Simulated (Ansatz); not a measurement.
**C₂H₆ClNSi: one species, many methods**

An exercise on one series of results from a longer session: the logs are not shown, and one member is left open.

Method: functionals in def2-TZVPP, the program's frozen cores in correlated methods; program: Ansatz 0.2.0, Gaussian basis.

The runs, in order: LDA (SPW92), PBE-D4, revPBE-D4, BLYP-D4, r2SCAN-D4, B97M-V, PBE0-D4, B3LYP-D4, r2SCANh-D4, r2SCAN0-D4, HSE06-D4, BHLYP-D4, CAM-B3LYP-D4, LC-ωPBE, ωB97X-V, ωB97M-V, B2PLYP, PBE-QIDH; CCSD(T)/def2-SVP; CCSD(T)/def2-TZVPP; MP2/def2-QZVPP; extrapolation to the limit; RPA on PBE.

**The relaxed structure**

An earlier PBE0-D4 in a triple-zeta def2 set relaxation fixed the geometry.

SMILES `C=C[SiH](N)Cl`, 11 atoms, charge 0, spin multiplicity 1.

Atoms are counted from 1 here; the program's logs count them from 0.

Bond lengths: C1–C2 1.329 Å, C1–H6 1.086 Å, C1–H7 1.086 Å, C2–Si3 1.850 Å, C2–H8 1.090 Å, Si3–N4 1.703 Å, Si3–Cl5 2.077 Å, Si3–H9 1.480 Å, N4–H10 1.008 Å, N4–H11 1.007 Å. Angles: C2–C1–H6 121.5°, C2–C1–H7 121.9°, H6–C1–H7 116.6°, C1–C2–Si3 125.0°, C1–C2–H8 118.4°, Si3–C2–H8 116.5°, C2–Si3–N4 108.9°, C2–Si3–Cl5 107.5°, C2–Si3–H9 113.8°, N4–Si3–Cl5 114.6°, N4–Si3–H9 107.0°, Cl5–Si3–H9 105.2°, Si3–N4–H10 120.1°, Si3–N4–H11 120.2°, H10–N4–H11 111.2°.

Set-up of the first run:

Input file in.yaml:

```yaml
crystal:
  periodic: [false, false, false]
  atoms:
    - {symbol: C, position_ang: [-2.009077, -0.223832, 0.193806]}
    - {symbol: C, position_ang: [-0.763248, -0.607704, 0.453827]}
    - {symbol: Si, position_ang: [0.734757, 0.466008, 0.291998]}
    - {symbol: N, position_ang: [1.868285, -0.317323, -0.709389]}
    - {symbol: Cl, position_ang: [0.104432, 2.319573, -0.400925]}
    - {symbol: H, position_ang: [-2.233688, 0.783711, -0.142834]}
    - {symbol: H, position_ang: [-2.853641, -0.897561, 0.307108]}
    - {symbol: H, position_ang: [-0.595034, -1.630402, 0.790586]}
    - {symbol: H, position_ang: [1.412562, 0.742437, 1.578710]}
    - {symbol: H, position_ang: [1.579216, -0.700399, -1.595578]}
    - {symbol: H, position_ang: [2.820834, 0.008493, -0.746809]}
basis:
  gaussian: {orbitals: def2-TZVPP}
hamiltonian: {xc: lda}
output: {orbitals: {seedname: orbitals}}
```

Steps of the session up to this table: LDA; PBE-D4 (GGA); revPBE-D4 (GGA); BLYP-D4 (GGA); r2SCAN-D4 (meta-GGA); B97M-V (meta-GGA); PBE0-D4 (hybrid); B3LYP-D4 (hybrid); r2SCANh-D4 (hybrid); r2SCAN0-D4 (hybrid); HSE06-D4 (hybrid); BHLYP-D4 (hybrid); CAM-B3LYP-D4 (range-separated); LC-ωPBE-D4 (range-separated; the results give it without D4); ωB97X-V (range-separated); ωB97M-V (range-separated); B2PLYP (double hybrid); PBE-QIDH (double hybrid).

One of the session's tables, all rows but one given; the rest of the session is left out.

It belongs to the step «Frontier levels by functional». 

```
  functional  HOMO (eV)  gap (eV)
 LDA (SPW92)      -6.61      4.68
      PBE-D4      -6.44      4.74
   revPBE-D4      -6.37      4.76
     BLYP-D4      -6.30      4.75
   r2SCAN-D4          ?         ?
      B97M-V      -6.84      5.36
     PBE0-D4      -7.87      7.15
    B3LYP-D4      -7.61      6.68
  r2SCANh-D4      -7.29      6.16
  r2SCAN0-D4      -8.09      7.49
    HSE06-D4      -7.46      6.37
    BHLYP-D4      -9.09      9.44
CAM-B3LYP-D4      -9.28      9.70
     LC-ωPBE     -10.71     12.30
     ωB97X-V     -10.32     11.81
     ωB97M-V     -10.21     11.53
```

Estimate the missing values for r2SCAN-D4.

Worked estimate for «HOMO (eV)». Against the share of exact exchange, r2SCANh-D4 (0.1, -7.29), r2SCAN0-D4 (0.25, -8.09) give a slope of -5.33 per unit share; at 0 the line stands at -6.76.

As computed: HOMO (eV): -6.75; gap (eV): 5.26. In «HOMO (eV)» the line misses by -0.01.
